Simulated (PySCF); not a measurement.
# C2H8FPSi2: electronic excitations

Aim: predict the electronic excitations of C2H8FPSi2 (`C=C[SiH2]P[SiH2]F`).

The runs use PySCF 2.14.0, with density-fitted response routines of our own; the level of theory stands in each step. All values are computed, except where a source is named. Atoms count from 0, in the outputs and in this text.

### Step 1. The starting structure

14 atoms, charge 0, multiplicity 1; geometry from: GFN2-xTB.

Bonds of the start (Å): C0–C1 1.32, C1–Si2 1.88, Si2–P3 2.24, P3–Si4 2.22, Si4–F5 1.61, C0–H6 1.08, C0–H7 1.08, C1–H8 1.08, Si2–H9 1.47, Si2–H10 1.47, P3–H11 1.38, Si4–H12 1.46, Si4–H13 1.45.

### Step 2. Excited states and response: B3LYP/def2-SVPD

Job settings and geometry (Å):

```
{"job": {"kind": "uv", "xc": "B3LYP", "basis": "def2-SVPD", "nstates": 8, "ntriplets": 3}, "charge": 0, "multiplicity": 1}
C     -2.972259     0.352117    -1.029199
C     -2.091749     0.732075    -0.116902
Si    -0.239286     0.897281    -0.407572
P      0.736896     0.145391     1.462761
Si     2.835093    -0.054720     0.759013
F      3.665363    -0.766008     1.938610
H     -2.673928     0.109225    -2.035914
H     -4.027689     0.266332    -0.819730
H     -2.447648     0.961671     0.881468
H      0.156672     2.305003    -0.531535
H      0.151369     0.185018    -1.632200
H      0.399080    -1.183439     1.284172
H      3.064156    -0.928386    -0.384942
H      3.443251     1.257991     0.609802
```

Level: TDDFT B3LYP/def2-SVPD, vertical, gas phase, core orbitals frozen in the response.

Command:

```bash
> OMP_NUM_THREADS=1 python probes_run.py task.json out
```

One launch serves the whole session: the jobs run in the order shown.

What will the session give for the following? lowest singlet (B3LYP/def2-SVPD); brightest single state of those computed; lowest triplet. Wanted: lowest singlet; brightest single state of those computed; lowest triplet.

As calculated:

```
                                quantity                        value
        lowest singlet (B3LYP/def2-SVPD)  5.47 eV (227 nm), f = 0.018
brightest single state of those computed  state 5, 6.48 eV, f = 0.191
                          lowest triplet                      4.34 eV
```

In words: The first singlet state (HOMO→LUMO 0.87, HOMO→LUMO+1 0.11) lies at 5.47 eV and is weak; of the 8 states computed, the strongest absorption comes from state 5 at 6.48 eV (the last state computed is bright too, and its partners may lie past the list). The lowest triplet lies 1.14 eV below the lowest singlet (triplets in Tamm-Dancoff, singlets in full TDDFT).
